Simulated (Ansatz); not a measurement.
Predict the output of the script below (Ansatz 0.2.0, Python API).

`asbh4.py`:
```python
"""Scalar relativity in AsBH4."""

import ansatz as az
from ase import Atoms
import numpy as np

atoms = Atoms(["B", "As", "H", "H", "H", "H"], positions=[
    [0.0724, -0.9525, 0.1601],
    [0.5931, 1.0396, 0.3108],
    [-1.091, -1.2349, 0.4745],
    [0.8431, -1.6947, -0.3061],
    [0.4972, 1.2502, -1.2515],
    [-0.8727, 1.5283, 0.566],
])
asbh4 = az.Crystal.molecule_from_ase(atoms)

base = asbh4.calculation().functional("hf").forces()
# a set contracted for a scalar-relativistic Hamiltonian goes with the relativistic run
sets = {"none": "cc-pVTZ", "scalar": "cc-pVTZ-DK"}
found = {kind: base.basis(gaussian=basis).pseudopotentials(relativity=kind).run(threads=1, backend="cpu").report for kind, basis in sets.items()}
for kind, each in found.items():
    dipole = 4.803205 * np.linalg.norm(each["charge_distribution"]["dipole_moment_e_ang"])
    print(f"{kind:7s} E = {each['free_energy_ev']:.4f} eV  dipole {dipole:.3f} D  largest force component {np.abs(each['forces_ev_ang']).max():.4f} eV/A")
print(f"relativity lowers the total energy by {found['none']['free_energy_ev'] - found['scalar']['free_energy_ev']:.3f} eV")
```

```console
$ python asbh4.py
none    E = -61531.0430 eV  dipole 0.796 D  largest force component 1.4446 eV/A
scalar  E = -62205.7464 eV  dipole 0.767 D  largest force component 1.4661 eV/A
relativity lowers the total energy by 674.703 eV
```

The total moves by -674.7 eV, nearly all in the cores, and the dipole from 0.80 to 0.77 D.

Caveats:
- Total energies depend on the basis set; only differences at equal settings carry meaning.
- The geometry is a force-field or estimated start, not a minimum of this method. The basis set changes with the Hamiltonian (a set recontracted for scalar relativity), and most of the change in the total lies in the cores.
- Hardware and time: 5.2 s on 1 thread of Arm Neoverse V1 (shared host), peak memory 0.29 GiB.
